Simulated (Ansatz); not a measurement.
**WH2O+ (sextet): from Hartree-Fock to the top rungs, def2-TZVPP**

One table from this session's results is given with a row withheld; the runs are named, their logs left out.

Computed with Ansatz 0.2.0, Gaussian basis. Level: def2-TZVPP, core rule «outside noble gas», up to 5 orbitals frozen.

Plan: UHF; CCSD(T) on ROHF; CCSD(T) on UHF; CCSDT(Q) on ROHF; CCSDT(Q) on UHF.

9 further runs of the same task are left out: 4 for a known fault of the program, 5 set aside as unsound or not needed.

**What is computed**

The geometry is a PBE0/def2-TZVP stationary point (not a proven minimum) of the parent state, kept for this charge and spin. No spin-orbit coupling is included. Elements past krypton take def2 core potentials.

4 atoms, charge 1, spin multiplicity 6.

Atoms are counted from 1 here; the program's logs count them from 0.

Bond lengths: W1–O2 2.152 Å, O2–H3 0.965 Å, O2–H4 0.965 Å. Angles: W1–O2–H3 124.1°, W1–O2–H4 124.1°, H3–O2–H4 111.8°.

As a file:

```xyz
4
H2OW
W     0.0000    0.0000    0.1975
O     0.0000    0.0000   -1.9546
H     0.0000    0.7992   -2.4959
H     0.0000   -0.7992   -2.4959
```

Set-up of the first run:

in.yaml

```yaml
crystal:
  periodic: [false, false, false]
  atoms:
    - {symbol: W, position_ang: [0.000000, 0.000000, 0.197478]}
    - {symbol: O, position_ang: [0.000000, 0.000000, -1.954627]}
    - {symbol: H, position_ang: [0.000000, 0.799204, -2.495928]}
    - {symbol: H, position_ang: [0.000000, -0.799204, -2.495928]}
basis:
  gaussian: {orbitals: def2-TZVPP}
total_charge: 1
magnetization: {spin_polarized: true, initial_magnetization: 5}
hamiltonian: {xc: hf}
output: {orbitals: {seedname: orbitals}}
```

Run with:

```console
ansatz run in.yaml --threads 1 --pin off --events-out ev --progress --plain --max-ram 2816MiB --backend cpu
```

Steps of the session up to this table: UHF; CCSD(T) on ROHF; CCSD(T) on UHF; CCSDT(Q) on ROHF; CCSDT(Q) on UHF.

One of the session's tables, all rows but one given; the rest of the session is left out.

It belongs to the step «Misses and costs». 

| method | from RCCSDT(Q) (kcal/mol) |
| --- | --- |
| ROHF | +216.94 |
| UHF | +213.29 |
| RMP2 | +14.78 |
| UMP2 | +11.63 |
| RCCSD | +6.62 |
| UCCSD | +3.64 |
| RCCSD(T) | ? |
| UCCSD(T) | -2.50 |
| RCCSDT | +0.24 |
| UCCSDT | -2.71 |
| RCCSDT(Q) | 0 |
| UCCSDT(Q) | -2.96 |

Estimate the missing values for RCCSD(T).

As computed: from RCCSDT(Q) (kcal/mol): +0.46. In the column «from RCCSDT(Q) (kcal/mol)» it lies between RCCSDT (+0.24) and UCCSD (+3.64).

Caveats from the session: Restricted and unrestricted rows rest on different reference determinants; where their highest levels disagree by more than a few hundredths of an eV, they describe different states and don't form one ladder.
